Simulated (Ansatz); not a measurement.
# One shape, several levels: doublet GeSe+

Wanted: a comparison of 6 runs (UHF/STO-3G, UHF/3-21G, U-r2SCAN/aug-cc-pVTZ, U-r2SCAN0/aug-cc-pVTZ, RPA@PBE0/aug-cc-pVTZ, UMP2/aug-cc-pVTZ) of doublet GeSe+. 

The calculation is run with Ansatz 0.2.0.

30 further runs of the same task are left out: 30 set aside as unsound or not needed.

### 1 Starting point

The species is GeSe+ (2 atoms), meant as a doublet with charge +1. SMILES of the parent species: `[Ge-]#[Se+]`. The bond length is the one measured for the parent species. That shape belongs to the parent species and isn't relaxed for this state.

Bond lengths: Ge1–Se2 2.135 Å.

### 2 A single-point energy at UHF/STO-3G (run 1)

job.yaml reads:

```yaml
crystal:
  periodic: [false, false, false]
  atoms:
    - symbol: Ge
      position_ang: [0.000000, 0.000000, 0.000000]
    - symbol: Se
      position_ang: [0.000000, 0.000000, 2.134629]
basis:
  gaussian:
    orbitals: STO-3G
total_charge: 1
magnetization:
  spin_polarized: true
  initial_magnetization: 1
hamiltonian:
  xc: hf
accuracy: high
output:
  orbitals: {seedname: orbitals}
```

Started as:

```bash
$ ansatz run job.yaml --threads 1 --pin off --max-ram 3480MiB --events-out events.jsonl --progress --plain --runs-dir runs
```

Output:

```text
Warning: RAYON_NUM_THREADS=1 ignored (pool sized by the plan → 1); use --threads N
Functional definition: HF
  name "HF"
  exchange = exact_x
  correlation = 0
446 factors; integrals over basis functions are off by at most 3.4e-8 eV
mean field evaluation 1: about -120406.7586 eV, gradient 2.0e1 eV
mean field evaluation 2: about -120406.7905 eV, gradient 2.0e1 eV
mean field evaluation 4: about -120412.1921 eV, gradient 2.1e0 eV
mean field evaluation 8: about -120412.2720 eV, gradient 1.2e-1 eV
mean field evaluation 16: about -120412.3956 eV, gradient 2.6e-5 eV
mean field evaluation 32: about -120412.8155 eV, gradient 3.9e-3 eV
mean field evaluation 64: about -120412.2406 eV, gradient 3.4e-1 eV
mean field evaluation 96: about -120412.8565 eV, gradient 8.8e-2 eV
mean field evaluation 128: about -120407.3900 eV, gradient 9.2e0 eV
mean field evaluation 160: about -120409.2196 eV, gradient 1.2e0 eV
mean field evaluation 192: about -120407.4974 eV, gradient 1.1e0 eV
mean field evaluation 224: about -120401.9248 eV, gradient 1.4e1 eV
mean field -120412.85960671 eV, -4425.0909717788 hartree, gradient 1.9e-8 eV, S^2 0.867428; 9 other end points of the search recorded, 0 dependent functions left out
reference -120412.85960671 eV, -4425.0909717788 hartree; 33, 32 occupied and 3, 4 virtual orbitals, 446 factors
Total energy: -120412.85960671 eV, -4425.0909717788 hartree
```

Run time: 2.5 s. Hardware: 1 thread of Arm Neoverse V2, shared host; peak memory 0.097 GiB.

### 3 A single-point energy at UHF/3-21G (run 2)

job.yaml reads:

```yaml
basis:
  gaussian:
    orbitals: 3-21G-spherical.json
crystal:
  periodic: [false, false, false]
  atoms:
    - {symbol: Ge, position_ang: [0.000000, 0.000000, 0.000000]}
    - {symbol: Se, position_ang: [0.000000, 0.000000, 2.134629]}
total_charge: 1
magnetization:
  spin_polarized: true
  initial_magnetization: 1
hamiltonian:
  xc: hf
accuracy: high
output: {orbitals: {seedname: orbitals}}
```

The basis set 3-21G is read from a file made from the Basis Set Exchange's data (not shown).

Started as:

```bash
$ ansatz run job.yaml --threads 1 --pin off --max-ram 3480MiB --events-out events.jsonl --progress --plain --runs-dir runs
```

Output, shortened:

```text
Warning: RAYON_NUM_THREADS=1 ignored (pool sized by the plan → 1); use --threads N
[... 2 set-up lines as earlier in the session ...]
[...]
587 factors; integrals over basis functions are off by at most 4.2e-9 eV
[...]
mean field -121186.35930094 eV, -4453.5165612448 hartree, gradient 2.4e-8 eV, S^2 0.818523; 9 other end points of the search recorded, 0 dependent functions left out
reference -121186.35930094 eV, -4453.5165612448 hartree; 33, 32 occupied and 11, 12 virtual orbitals, 587 factors
Total energy: -121186.35930094 eV, -4453.5165612448 hartree
```

Run time: 4.2 s. Hardware: 1 thread of Arm Neoverse V2, shared host; peak memory 0.12 GiB.

Runs 3 to 4 aren't shown in full; the table further down has their settings and results.

### 4 The energy at RPA@PBE0/aug-cc-pVTZ (run 5)

in.yaml reads:

```yaml
crystal:
  periodic: [false, false, false]
  atoms:
    - symbol: Ge
      position_ang: [0.000000, 0.000000, 0.000000]
    - symbol: Se
      position_ang: [0.000000, 0.000000, 2.134629]
basis:
  gaussian:
    orbitals: aug-cc-pVTZ
total_charge: 1
magnetization:
  spin_polarized: true
  initial_magnetization: 1
hamiltonian:
  xc: pbe0
correlation:
  method: rpa
  frozen_orbitals: {Ge: 9, Se: 9}
accuracy: high
```

Started as:

```bash
$ ansatz run in.yaml --threads 1 --pin off --max-ram 3480MiB --events-out events.jsonl --progress --plain --runs-dir runs
```

Output, shortened:

```text
Warning: RAYON_NUM_THREADS=1 ignored (pool sized by the plan → 1); use --threads N
Functional definition: PBE0
  name "PBE0"
[...]
1490 factors; integrals over basis functions are off by at most 4.0e-9 eV
[...]
mean field -121846.39973500 eV, -4477.7725998052 hartree, gradient 1.0e-8 eV, S^2 0.754775; 5 other end points of the search recorded, 0 dependent functions left out
18 core orbitals not correlated: weight in the atoms' cores, before any rotation towards them, 1.000 or more for the frozen orbitals, at most 0.000 for the correlated occupied ones
reference -121770.98872239 eV, -4475.0012962072 hartree; 15, 14 occupied and 85, 86 virtual orbitals, 1490 factors
Total energy: -121784.40225942 eV, -4475.4942346009 hartree
```

Wall time 98 s (1 thread of Arm Neoverse V2, shared host); peak memory 0.71 GiB.

### 5 A single-point energy at UMP2/aug-cc-pVTZ (run 6)

run.yaml reads:

```yaml
basis:
  gaussian:
    orbitals: aug-cc-pVTZ
crystal:
  periodic: [false, false, false]
  atoms:
    - symbol: Ge
      position_ang: [0.000000, 0.000000, 0.000000]
    - symbol: Se
      position_ang: [0.000000, 0.000000, 2.134629]
magnetization:
  spin_polarized: true
  initial_magnetization: 1
total_charge: 1
accuracy: high
correlation:
  method: mp2
  frozen_orbitals: {Ge: 9, Se: 9}
```

Started as:

```bash
$ ansatz run run.yaml --threads 1 --pin off --max-ram 3480MiB --events-out events.jsonl --progress --plain --runs-dir runs
```

Output, shortened:

```text
Warning: RAYON_NUM_THREADS=1 ignored (pool sized by the plan → 1); use --threads N
[... 2 set-up lines as earlier in the session ...]
[...]
1490 factors; integrals over basis functions are off by at most 4.0e-9 eV
[...]
mean field -121771.54876991 eV, -4475.0218775740 hartree, gradient 1.8e-8 eV, S^2 0.762859; 16 other end points of the search recorded, 0 dependent functions left out
18 core orbitals not correlated: weight in the atoms' cores, before any rotation towards them, 1.000 or more for the frozen orbitals, at most 0.000 for the correlated occupied ones
reference -121771.54876991 eV, -4475.0218775740 hartree; 15, 14 occupied and 85, 86 virtual orbitals, 1490 factors
second order -8.92836883 eV of doubles, -0.00000000 eV of singles
Total energy: -121780.47713874 eV, -4475.3499890767 hartree
```

Wall time 56 s (1 thread of Arm Neoverse V2, shared host); peak memory 0.53 GiB.

### 6 Overview of the runs

```tsv
run	level	frozen core orbitals	energy (Eh)	HOMO energy (eV)	LUMO energy (eV)	⟨S²⟩	wall time
1	UHF/STO-3G	–	-4425.090972	-14.63	-5.87	0.867	2.5 s
2	UHF/3-21G	–	-4453.516561	-16.12	-8.24	0.819	4.2 s
3	U-r2SCAN/aug-cc-pVTZ	–	-4478.292126	-13.45	-12.79	0.766	4.3 min
4	U-r2SCAN0/aug-cc-pVTZ	–	-4478.266136	-14.39	-11.77	0.757	3.2 min
5	RPA@PBE0/aug-cc-pVTZ	18	-4475.494235	–	–	0.755	98 s
6	UMP2/aug-cc-pVTZ	18	-4475.349989	–	–	0.763	56 s
```

### 7 Outcome

| quantity | value |
| --- | --- |
| run 6: total energy | -4475.34999 Eh |
| run 6: correlation energy (18 core orbitals frozen) | -328.1 mEh |
| run 6: ⟨S²⟩ of the reference determinant | 0.763 |

Totals of different functionals can't be ranked against each other. In run 1 the basis is minimal, so the values are rough. Spin contamination of the reference: run 1 ⟨S²⟩ = 0.87. All runs together took 10 min, the longest 4.3 min.
